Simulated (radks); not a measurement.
# Xe²³⁺ in [Ar] 3d10 4s1.5 4p1 5s0.5: an all-electron calculation

One table from this session's results is given with a row withheld; the runs are named, their logs left out.

The numbers are computed with radks (a radial shooting solver on a logarithmic mesh, Libxc functionals) version 1 (Dirac Kohn-Sham, LDA (Slater exchange, VWN5 correlation), spin-unpolarised, spherical densities, finite nucleus; open shells fill j = l - 1/2 first), except any that are marked as measured or tabulated.

### The atom as given

| Property | Result |
| --- | --- |
| element | xenon (Z = 54) |
| charge | +23 |
| electrons | 31 |
| configuration | [Ar] 3d10 4s1.5 4p1 5s0.5 |
| nuclear rms radius | 4.7859 fm |

Set-up of the first run:

The run's settings:

```text
Z 54
configuration [Ar] 3d10 4s1.5 4p1 5s0.5
relativity Dirac
functional lda,vwn5
spin unpolarised
j_filling energy
nucleus finite rms 4.7859 fm
c 137.035999084
```

Steps of the session up to this table: Self-consistent calculation.

One of the session's tables, all rows but one given; the rest of the session is left out.

It belongs to the step «Orbitals and density». Sizes of the orbitals, from the radial functions (bohr):

| level | <r> | outermost maximum (interpolated) | 90 % within | nodes |
| --- | --- | --- | --- | --- |
| 1s1/2 | 0.02668 | 0.0172 | 0.0480 | 0 |
| 2s1/2 | 0.1141 | 0.0971 | 0.177 | 1 |
| 2p1/2 | 0.09607 | 0.0743 | 0.158 | 0 |
| 2p3/2 | 0.1018 | 0.0792 | 0.165 | 0 |
| 3s1/2 | 0.3024 | 0.277 | 0.444 | 2 |
| 3p1/2 | 0.2917 | 0.263 | 0.438 | 1 |
| 3p3/2 | 0.3027 | 0.274 | 0.453 | 1 |
| 3d3/2 | 0.2718 | 0.220 | 0.425 | 0 |
| 3d5/2 | ? | ? | ? | ? |
| 4s1/2 | 0.6340 | 0.617 | 0.897 | 3 |
| 4p1/2 | 0.6397 | 0.620 | 0.914 | 2 |
| 4p3/2 | 0.6562 | 0.638 | 0.936 | 2 |
| 5s1/2 | 1.098 | 1.13 | 1.52 | 4 |

Q: Estimate the row for 3d5/2 from the others.

**Answer.** <r>: 0.2753; outermost maximum (interpolated): 0.223; 90 % within: 0.429; nodes: 0. In the column «<r>» it lies between 3d3/2 (0.2718) and 3p1/2 (0.2917).
